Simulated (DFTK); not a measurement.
**TaTe under changes of volume**

One of the cells (20.002 Å³/atom); the others are scaled copies at fixed shape and fractional positions:

```
CELL_PARAMETERS angstrom
3.42009 0.00000 0.00000
0.00000 3.42009 0.00000
0.00000 0.00000 3.42009
ATOMIC_POSITIONS crystal
Ta 0.50000 0.50000 0.50000
Te 0.00000 0.00000 0.00000
```

The cell was built by a generator and needn't be a form met in nature.

| Item | Value |
| --- | --- |
| Program | DFTK 0.8.2 |
| Functional | PBE |
| Potentials or basis | dojo.nc.sr.pbe.v0_4_1.standard.upf (PBE) |
| Cutoff | 1088 eV |
| k mesh | 8 × 8 × 8 |
| Occupations | fermi-dirac, width 0.05 eV |
| Spin | no spin polarisation |

```csv
volume (Å³/atom),energy over the lowest point (meV/atom),pressure (GPa)
18.802,41.64,11.2
19.202,18.91,7.3
19.602,5.35,3.8
20.002,0.00,0.7
20.402,?,?
20.803,10.60,-4.6
21.203,25.07,-6.9
```

Q: What does the run at 20.402 Å³/atom give?

A: Energy over the lowest point 2.01 meV/atom; pressure -2.1 GPa.

Worked out: A Birch-Murnaghan fit of order 3 (a polynomial in V^(-2/3)) to the other rows has its minimum at 20.09 Å³/atom with B0 = V·E''(V) = 144 GPa and B' = 4.6. It gives 2.00 meV/atom at 20.402 Å³/atom, against the run's 2.01, and -dE/dV = -2.2 GPa, against -2.1.

Energies are extrapolated to zero smearing.
